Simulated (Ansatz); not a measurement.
**CH6AlBO2Si: how energies converge with the basis set**

An exercise on one series of results from a longer session: the logs are not shown, and one member is left open.

Method: one geometry, several basis sets; program: Ansatz 0.2.0, Gaussian basis.

Levels to be run: PBE0-D4/def2-SVP; ωB97M-V/def2-SVP; PBE0-D4/def2-QZVPP; ωB97M-V/def2-QZVPP; the functionals' def2-TZVPP values are taken from earlier runs.

## The relaxed structure

All runs share one geometry, relaxed beforehand with PBE0-D4 in a triple-zeta def2 set.

SMILES `[OH][Al]([OH])[CH]1B[SiH2]1`, 12 atoms, charge 0, spin multiplicity 1.

Atoms are counted from 1 here; the program's logs count them from 0.

Bond lengths: O1–Al2 1.697 Å, O1–H7 0.954 Å, Al2–O3 1.696 Å, Al2–C4 1.963 Å, O3–H8 0.955 Å, C4–B5 1.467 Å, C4–Si6 1.918 Å, C4–H9 1.091 Å, B5–Si6 1.937 Å, B5–H10 1.185 Å, Si6–H11 1.484 Å, Si6–H12 1.518 Å. Angles: Al2–O1–H7 124.1°, O1–Al2–O3 123.9°, O1–Al2–C4 114.5°, O3–Al2–C4 119.3°, Al2–O3–H8 124.3°, Al2–C4–B5 121.2°, Al2–C4–Si6 84.6°, Al2–C4–H9 105.3°, B5–C4–Si6 68.3°, B5–C4–H9 128.9°, Si6–C4–H9 140.9°, C4–B5–Si6 66.9°, C4–B5–H10 141.8°, Si6–B5–H10 146.6°, C4–Si6–B5 44.7°, C4–Si6–H11 124.4°, C4–Si6–H12 102.8°, B5–Si6–H11 132.3° and more.

Coordinates:

```
O    -0.4410   -2.3182    0.1858
Al    0.1399   -0.8530   -0.4425
O     1.3325   -0.7460   -1.6436
C    -1.0132    0.6968   -0.0950
B    -0.5024    2.0666   -0.2128
Si    0.2549    1.1009    1.2854
H    -0.1099   -3.1774   -0.0655
H     1.9343   -1.4520   -1.8690
H    -2.0326    0.3315   -0.2267
H    -0.7717    3.1246   -0.6732
H    -0.0574    1.1033    2.7356
H     1.3436    0.0677    1.0553
```

The first run:

in.yaml

```yaml
crystal:
  periodic: [false, false, false]
  atoms:
    - {symbol: O, position_ang: [-0.441050, -2.318230, 0.185816]}
    - {symbol: Al, position_ang: [0.139881, -0.853034, -0.442476]}
    - {symbol: O, position_ang: [1.332533, -0.746003, -1.643592]}
    - {symbol: C, position_ang: [-1.013237, 0.696839, -0.094988]}
    - {symbol: B, position_ang: [-0.502378, 2.066611, -0.212765]}
    - {symbol: Si, position_ang: [0.254930, 1.100937, 1.285374]}
    - {symbol: H, position_ang: [-0.109894, -3.177435, -0.065482]}
    - {symbol: H, position_ang: [1.934309, -1.451981, -1.868951]}
    - {symbol: H, position_ang: [-2.032619, 0.331467, -0.226667]}
    - {symbol: H, position_ang: [-0.771668, 3.124560, -0.673154]}
    - {symbol: H, position_ang: [-0.057383, 1.103272, 2.735638]}
    - {symbol: H, position_ang: [1.343575, 0.067697, 1.055346]}
basis:
  gaussian: {orbitals: def2-SVP}
hamiltonian: {xc: pbe0, dispersion: d4}
output: {orbitals: {seedname: orbitals}}
```

Among the steps run: PBE0-D4 in def2-SVP; ωB97M-V in def2-SVP; PBE0-D4 in def2-QZVPP; ωB97M-V in def2-QZVPP.

One table of the session follows, with a row left open; its other results are not shown here.

It belongs to the step «Density functionals: the series». 

| functional | basis | HOMO (eV) |
| --- | --- | --- |
| PBE0-D4 | def2-SVP | -6.94 |
| PBE0-D4 | def2-TZVPP | -6.98 |
| PBE0-D4 | def2-QZVPP | ? |
| ωB97M-V | def2-SVP | -8.97 |
| ωB97M-V | def2-TZVPP | -9.04 |
| ωB97M-V | def2-QZVPP | -9.06 |

**Question.** Estimate the row for PBE0-D4, def2-QZVPP.

The run gave: HOMO (eV): -7.01. In the column «HOMO (eV)» it lies between ωB97M-V, def2-SVP (-8.97) and PBE0-D4, def2-TZVPP (-6.98).
